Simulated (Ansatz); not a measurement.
# C2H6MgO: small, medium and large basis sets

The task here is to estimate one member of a computed series from the others.

The runs use Ansatz 0.2.0, Gaussian basis; one geometry, several basis sets.

The runs, in order: PBE0-D4/def2-SVP; ωB97M-V/def2-SVP; PBE0-D4/def2-QZVPP; ωB97M-V/def2-QZVPP; the functionals' def2-TZVPP values are taken from earlier runs.

## Structure used throughout

An earlier PBE0-D4 in a triple-zeta def2 set relaxation fixed the geometry.

SMILES `C[CH2][Mg][OH]`, 10 atoms, charge 0, spin multiplicity 1.

Atoms are counted from 1 here; the program's logs count them from 0.

Bond lengths: C1–C2 1.530 Å, C1–H5 1.094 Å, C1–H6 1.097 Å, C1–H7 1.094 Å, C2–Mg3 2.091 Å, C2–H8 1.097 Å, C2–H9 1.097 Å, Mg3–O4 1.765 Å, O4–H10 0.947 Å. Angles: C2–C1–H5 112.1°, C2–C1–H6 112.4°, C2–C1–H7 112.1°, H5–C1–H6 106.6°, H5–C1–H7 106.6°, H6–C1–H7 106.6°, C1–C2–Mg3 116.6°, C1–C2–H8 109.7°, C1–C2–H9 109.7°, Mg3–C2–H8 107.7°, Mg3–C2–H9 107.7°, H8–C2–H9 104.9°, C2–Mg3–O4 179.8°, Mg3–O4–H10 179.5°.

The first run:

Input file in.yaml:

```yaml
crystal:
  periodic: [false, false, false]
  atoms:
    - {symbol: C, position_ang: [-1.341931, 0.759491, 0.368696]}
    - {symbol: C, position_ang: [-0.414154, -0.428873, 0.629760]}
    - {symbol: Mg, position_ang: [1.323741, -0.531227, -0.528176]}
    - {symbol: O, position_ang: [2.792805, -0.623660, -1.501904]}
    - {symbol: H, position_ang: [-1.703383, 0.779978, -0.663944]}
    - {symbol: H, position_ang: [-2.230263, 0.745749, 1.011793]}
    - {symbol: H, position_ang: [-0.842974, 1.717349, 0.544656]}
    - {symbol: H, position_ang: [-0.112730, -0.437160, 1.684644]}
    - {symbol: H, position_ang: [-0.965660, -1.366436, 0.486511]}
    - {symbol: H, position_ang: [3.577852, -0.666512, -2.029138]}
basis:
  gaussian: {orbitals: def2-SVP}
hamiltonian: {xc: pbe0, dispersion: d4}
output: {orbitals: {seedname: orbitals}}
```

On the command line:

```sh
ansatz run in.yaml --threads 4 --pin off --events-out ev --progress --plain --max-ram 10444MiB
```

Among the steps run: PBE0-D4 in def2-SVP; ωB97M-V in def2-SVP; PBE0-D4 in def2-QZVPP; ωB97M-V in def2-QZVPP.

One table of the session follows, with a row left open; its other results are not shown here.

It belongs to the step «Functionals by basis». 

```
functional       basis  HOMO (eV)
   PBE0-D4    def2-SVP      -6.64
   PBE0-D4  def2-TZVPP      -6.65
   PBE0-D4  def2-QZVPP          ?
   ωB97M-V    def2-SVP      -8.86
   ωB97M-V  def2-TZVPP      -8.89
   ωB97M-V  def2-QZVPP      -8.89
```

Estimate the missing values for PBE0-D4, def2-QZVPP.

The run gave: HOMO (eV): -6.66. In the column «HOMO (eV)» it lies between ωB97M-V, def2-SVP (-8.86) and PBE0-D4, def2-TZVPP (-6.65).
